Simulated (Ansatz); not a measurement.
**Si₃Ge₃H₁₂: one species, many methods**

The task here is to estimate one member of a computed series from the others.

The runs use Ansatz 0.2.0, Gaussian basis; functionals in def2-TZVPP, the program's frozen cores in correlated methods.

Levels to be run: LDA (SPW92), PBE-D4, revPBE-D4, BLYP-D4, r2SCAN-D4, B97M-V, PBE0-D4, B3LYP-D4, r2SCANh-D4, r2SCAN0-D4, HSE06-D4, BHLYP-D4, CAM-B3LYP-D4, LC-ωPBE, ωB97X-V, ωB97M-V, B2PLYP, PBE-QIDH; CCSD(T)/def2-SVP; CCSD(T)/def2-TZVPP; MP2/def2-QZVPP; extrapolation to the limit; RPA on PBE.

## Structure used throughout

An earlier PBE0-D4 in a triple-zeta def2 set relaxation fixed the geometry.

18 atoms, charge 0, spin multiplicity 1.

Atoms are counted from 1 here; the program's logs count them from 0.

Bond lengths: Si1–Si2 2.343 Å, Si1–Si6 2.338 Å, Si1–H7 1.491 Å, Si1–H8 1.490 Å, Si2–Ge3 2.388 Å, Si2–H9 1.490 Å, Si2–H10 1.490 Å, Ge3–Ge4 2.426 Å, Ge3–H11 1.540 Å, Ge3–H12 1.542 Å, Ge4–Ge5 2.433 Å, Ge4–H13 1.541 Å, Ge4–H14 1.540 Å, Ge5–Si6 2.386 Å, Ge5–H15 1.541 Å, Ge5–H16 1.541 Å, Si6–H17 1.489 Å, Si6–H18 1.490 Å. Angles: Si2–Si1–Si6 108.6°, Si2–Si1–H7 108.8°, Si2–Si1–H8 110.6°, Si6–Si1–H7 108.2°, Si6–Si1–H8 112.3°, H7–Si1–H8 108.2°, Si1–Si2–Ge3 110.2°, Si1–Si2–H9 109.4°, Si1–Si2–H10 110.1°, Ge3–Si2–H9 109.5°, Ge3–Si2–H10 109.4°, H9–Si2–H10 108.3°, Si2–Ge3–Ge4 109.0°, Si2–Ge3–H11 111.0°, Si2–Ge3–H12 109.1°, Ge4–Ge3–H11 111.8°, Ge4–Ge3–H12 107.9°, H11–Ge3–H12 107.9° and more.

Geometry (Å):

```xyz
18

Si    0.64982    1.97588    0.56234
Si    2.18606    0.22658    0.82372
Ge    1.23252   -1.82704    0.06613
Ge   -0.33885   -1.35793   -1.72163
Ge   -2.22491   -0.15020   -0.77144
Si   -1.48711    1.17545    1.07055
H     0.65635    2.41207   -0.86345
H     1.03334    3.14157    1.40724
H     2.55439    0.10388    2.26193
H     3.42434    0.51223    0.04645
H     2.32862   -2.81292   -0.37951
H     0.45166   -2.47893    1.22455
H     0.35232   -0.46893   -2.77360
H    -0.80947   -2.64650   -2.42100
H    -2.85127    0.75951   -1.84560
H    -3.29896   -1.15525   -0.31361
H    -2.45229    2.27628    1.34305
H    -1.40653    0.31423    2.28388
```

Set-up of the first run:

File in.yaml:

```yaml
crystal:
  periodic: [false, false, false]
  atoms:
    - {symbol: Si, position_ang: [0.649825, 1.975878, 0.562344]}
    - {symbol: Si, position_ang: [2.186059, 0.226580, 0.823718]}
    - {symbol: Ge, position_ang: [1.232522, -1.827036, 0.066129]}
    - {symbol: Ge, position_ang: [-0.338852, -1.357927, -1.721634]}
    - {symbol: Ge, position_ang: [-2.224909, -0.150199, -0.771439]}
    - {symbol: Si, position_ang: [-1.487113, 1.175448, 1.070546]}
    - {symbol: H, position_ang: [0.656348, 2.412068, -0.863447]}
    - {symbol: H, position_ang: [1.033337, 3.141570, 1.407241]}
    - {symbol: H, position_ang: [2.554387, 0.103876, 2.261929]}
    - {symbol: H, position_ang: [3.424342, 0.512232, 0.046453]}
    - {symbol: H, position_ang: [2.328615, -2.812924, -0.379515]}
    - {symbol: H, position_ang: [0.451657, -2.478926, 1.224549]}
    - {symbol: H, position_ang: [0.352317, -0.468926, -2.773602]}
    - {symbol: H, position_ang: [-0.809475, -2.646497, -2.420997]}
    - {symbol: H, position_ang: [-2.851267, 0.759508, -1.845605]}
    - {symbol: H, position_ang: [-3.298957, -1.155247, -0.313612]}
    - {symbol: H, position_ang: [-2.452294, 2.276281, 1.343050]}
    - {symbol: H, position_ang: [-1.406534, 0.314229, 2.283881]}
basis:
  gaussian: {orbitals: def2-TZVPP}
hamiltonian: {xc: lda}
output: {orbitals: {seedname: orbitals}}
```

Steps of the session up to this table: LDA; PBE-D4 (GGA); revPBE-D4 (GGA); BLYP-D4 (GGA); r2SCAN-D4 (meta-GGA); B97M-V (meta-GGA); PBE0-D4 (hybrid); B3LYP-D4 (hybrid); r2SCANh-D4 (hybrid); r2SCAN0-D4 (hybrid); HSE06-D4 (hybrid); BHLYP-D4 (hybrid); CAM-B3LYP-D4 (range-separated); LC-ωPBE-D4 (range-separated; the results give it without D4); ωB97X-V (range-separated); ωB97M-V (range-separated); B2PLYP (double hybrid); PBE-QIDH (double hybrid).

One of the session's tables, all rows but one given; the rest of the session is left out.

It belongs to the step «Frontier levels by functional». 

```
  functional  HOMO (eV)  gap (eV)
 LDA (SPW92)      -6.65      5.04
      PBE-D4      -6.56      5.14
   revPBE-D4      -6.51      5.18
     BLYP-D4      -6.40      5.15
   r2SCAN-D4      -6.81      5.58
      B97M-V      -6.93      5.52
     PBE0-D4      -7.55      6.91
    B3LYP-D4      -7.35      6.56
  r2SCANh-D4      -7.17      6.21
  r2SCAN0-D4      -7.71      7.16
    HSE06-D4      -7.17      6.16
    BHLYP-D4      -8.42      8.68
CAM-B3LYP-D4      -8.71      9.10
     LC-ωPBE      -9.95     11.37
     ωB97X-V      -9.66     10.97
     ωB97M-V          ?         ?
```

**Question.** Estimate the row for ωB97M-V.

The run gave: HOMO (eV): -9.47; gap (eV): 10.50. In the column «HOMO (eV)» it lies between ωB97X-V (-9.66) and CAM-B3LYP-D4 (-8.71).
